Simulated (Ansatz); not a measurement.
# BF2HS + HBr: a complex and its separated parts

The complex below is one end of an elementary step. How strongly is it bound against its free parts?

The runs use Ansatz 0.2.0, Gaussian basis; PBE0-D4/def2-TZVP structures, single points in def2-TZVPP, no counterpoise correction.

Levels: SPW92, PBE-D4, BLYP-D4, r2SCAN-D4, B97M-V, PBE0-D4, B3LYP-D4, r2SCAN0-D4, BHLYP-D4, CAM-B3LYP-D4, wB97X-V, wB97M-V, B2PLYP, PBE-QIDH, RPA on PBE, Hartree-Fock, MP2, CCSD, CCSD(T).

Cores are frozen in the correlated methods. Filled d shells of the heavier atoms are correlated. B3LYP uses VWN-RPA correlation. B2PLYP carries no dispersion term here.

94 further runs of the same task are left out: 94 set aside as unsound or not needed.

## 1. The starting structure

The complex: 7 atoms, charge 0, spin multiplicity 1.

Atoms are counted from 1 here; the program's logs count them from 0.

Bond lengths: B1–F3 1.315 Å, B1–F4 1.314 Å, B1–S6 1.810 Å, Br2–H5 1.432 Å, S6–H7 1.343 Å. Angles: F3–B1–F4 119.1°, F3–B1–S6 122.2°, F4–B1–S6 118.7°, B1–S6–H7 94.7°.

As a file:

```
B    -1.1393   -0.4030    0.3446
Br    2.4265   -0.0576   -1.9702
F    -2.0032    0.3901   -0.2506
F    -1.3046   -1.7040    0.2611
H     1.7605    0.0100   -0.7043
S     0.2697    0.2370    1.2834
H    -0.0095    1.5273    1.0360
```

Its parts: BF2HS holds atoms 1, 3, 4, 6, 7; HBr holds atoms 2, 5. Each part counts its atoms afresh in its own runs.

## 2. Relaxing BF2HS alone

File relax-a/in.yaml:

```yaml
crystal:
  periodic: [false, false, false]
  atoms:
    - {symbol: B, position_ang: [-1.139338, -0.402990, 0.344646]}
    - {symbol: F, position_ang: [-2.003219, 0.390110, -0.250575]}
    - {symbol: F, position_ang: [-1.304612, -1.703993, 0.261080]}
    - {symbol: S, position_ang: [0.269656, 0.237039, 1.283388]}
    - {symbol: H, position_ang: [-0.009492, 1.527330, 1.036002]}
basis:
  gaussian: {orbitals: def2-TZVP}
hamiltonian: {xc: pbe0, dispersion: d4}
relax: {f_tol: 0.005, max_steps: 200}
```

Started as:

```sh
> ansatz run in.yaml --threads 4 --pin off --events-out ev --progress --plain --max-ram 9574MiB
```

After this run come: Relaxing HBr alone; SPW92/def2-TZVPP; PBE-D4/def2-TZVPP; BLYP-D4/def2-TZVPP; r2SCAN-D4/def2-TZVPP; B97M-V/def2-TZVPP; PBE0-D4/def2-TZVPP; B3LYP-D4/def2-TZVPP; r2SCAN0-D4/def2-TZVPP; BHLYP-D4/def2-TZVPP; CAM-B3LYP-D4/def2-TZVPP; wB97X-V/def2-TZVPP; wB97M-V/def2-TZVPP; B2PLYP/def2-TZVPP; PBE-QIDH/def2-TZVPP; RPA on PBE/def2-TZVPP; CCSD(T)/def2-TZVPP; Vibrations of BF2HS; Vibrations of HBr.

Before running it: what results should come out? Wanted: complex less parts, CCSD(T)/def2-TZVPP; with zero-point energy; largest T1 diagnostic.

The runs gave:

```
                              quantity      value
complex less parts, CCSD(T)/def2-TZVPP  -0.063 eV
                with zero-point energy  -0.028 eV
                 largest T1 diagnostic      0.013
```

What this shows: At CCSD(T) the complex lies 0.063 eV below its parts. Among the functionals PBE-QIDH lands nearest to CCSD(T) (-0.007 eV) and SPW92 farthest (-0.130 eV). By rung, the mean size of the error is: LDA 0.130, GGA 0.068, meta-GGA 0.028, hybrid 0.039, range-separated hybrid 0.019, double hybrid 0.010 eV. PBE-D4 gives a relative energy 0.076 eV too low, an error of 121 % of the reference. No counterpoise was applied, and triple zeta lacks some correlation, so the CCSD(T) reference has a basis error of its own, and close matches with it are partly luck.
